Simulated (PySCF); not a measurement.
**ErCl3(H2O): other functionals and bases at one geometry**

An exercise on one series of results from a longer session: the logs are not shown, and one member is left open.

Method: several levels, as the steps say, no spin–orbit coupling; program: PySCF 2.14.0.

4 further runs of the same task are left out: 2 for a known fault of the program, 2 that didn't finish.

## The system as given

7 atoms, charge 0, spin multiplicity 1.

Bond lengths: Er1–Cl2 2.480 Å, Er1–Cl3 2.472 Å, Er1–Cl4 2.480 Å, Er1–O5 2.345 Å, O5–H6 0.970 Å, O5–H7 0.970 Å. Angles: Cl2–Er1–Cl3 117.0°, Cl2–Er1–Cl4 120.7°, Cl2–Er1–O5 95.4°, Cl3–Er1–Cl4 117.0°, Cl3–Er1–O5 102.6°, Cl4–Er1–O5 95.4°, Er1–O5–H6 125.9°, Er1–O5–H7 125.9°, H6–O5–H7 107.8°.

As a file:

```xyz
7
Cl3ErH2O
Er   -0.01402   -0.03165    0.03165
Cl    1.11408    1.83396    1.21276
Cl   -1.71015   -1.30297    1.30297
Cl    1.11408   -1.21276   -1.83396
O    -1.32858    1.34124   -1.34124
H    -1.59880    2.25127   -1.14299
H    -1.59880    1.14299   -2.25127
```

Formal oxidation states: Er +3. Each metal's 11 4f electrons lie in its core potential, so multiplicities, spins and levels count the valence alone. An earlier session relaxed this geometry at B3LYP, Er lcecp-1-SVP with ECP57, Cl def2-SVP, O def2-SVP, H def2-SVP (singlet, point group Cs).

At B3LYP on the finer grid: E = -1495.153582 Eh, HOMO -8.05 eV, LUMO -1.72 eV, Mulliken charge on Er1 +0.76 e, largest force component 0.013 eV/Å. 

Levels to run: wB97X; BP86; BLYP; revPBE; B3LYP, TZVP. Hardware: 2 threads of AMD EPYC 7R43 (Zen 3), shared host.

Set-up of the first run:

Contents of run.py (the lines that set the calculation):

```python
mol = gto.M(atom='''
Er    -0.01402    -0.03165     0.03165
Cl     1.11408     1.83396     1.21276
Cl    -1.71015    -1.30297     1.30297
Cl     1.11408    -1.21276    -1.83396
O     -1.32858     1.34124    -1.34124
H     -1.59880     2.25127    -1.14299
H     -1.59880     1.14299    -2.25127''',
    basis={'Er': 'lcecp-1-SVP', 'Cl': 'def2-SVP', 'O': 'def2-SVP', 'H': 'def2-SVP'},
    ecp={'Er': 'lcecp-1-SVP'},
    charge=0, spin=0)
mf = dft.RKS(mol, xc='WB97X')
mf.grids.atom_grid = (75, 302)  # f atoms: unpruned, at least (60, 302)
mf = mf.density_fit()  # fitting sets: Er AutoAux, Cl def2-universal-JKFIT, O def2-universal-JKFIT, H def2-universal-JKFIT
mf.conv_tol = 1e-08; mf.max_cycle = 55
mf.kernel(dm0)  # dm0: the density of the relaxed state
```

The run is started by

```console
OMP_NUM_THREADS=2 python run.py
```

Among the steps run: wB97X; BP86; BLYP; revPBE; B3LYP, TZVP.

One table of the session follows, with a row left open; its other results are not shown here.

| level | HOMO (eV) | gap (eV) | charge on Er1 (e) | dipole (D) | largest force component (eV/Å) |
| --- | --- | --- | --- | --- | --- |
| B3LYP (relaxed here) | -8.05 | 6.32 | 0.76 | 6.15 | 0.01 |
| wB97X | -10.79 | 11.24 | 0.85 | 6.28 | 0.15 |
| BP86 | -7.09 | 4.97 | 0.66 | 6.09 | 0.36 |
| BLYP | -6.75 | 4.56 | 0.60 | 6.05 | 0.40 |
| revPBE | ? | ? | ? | ? | ? |
| B3LYP, TZVP | -8.26 | 6.27 | 1.35 | 6.12 | 0.24 |

Estimate the missing values for revPBE.

**Answer.** HOMO (eV): -6.97; gap (eV): 4.88; charge on Er1 (e): 0.72; dipole (D): 6.06; largest force component (eV/Å): 0.30. In the column «HOMO (eV)» it lies between BP86 (-7.09) and BLYP (-6.75).

In one basis the HOMO–LUMO gap runs from 4.56 eV (BLYP) to 11.24 eV (wB97X). The largest leftover force, 0.40 eV/Å with BLYP, stands at a geometry relaxed at another level. With 4f in the core, its levels are missing from HOMO and gap, and its count is fixed, so no charge can pass from the ligands into it. Total energies of different levels can't be compared.
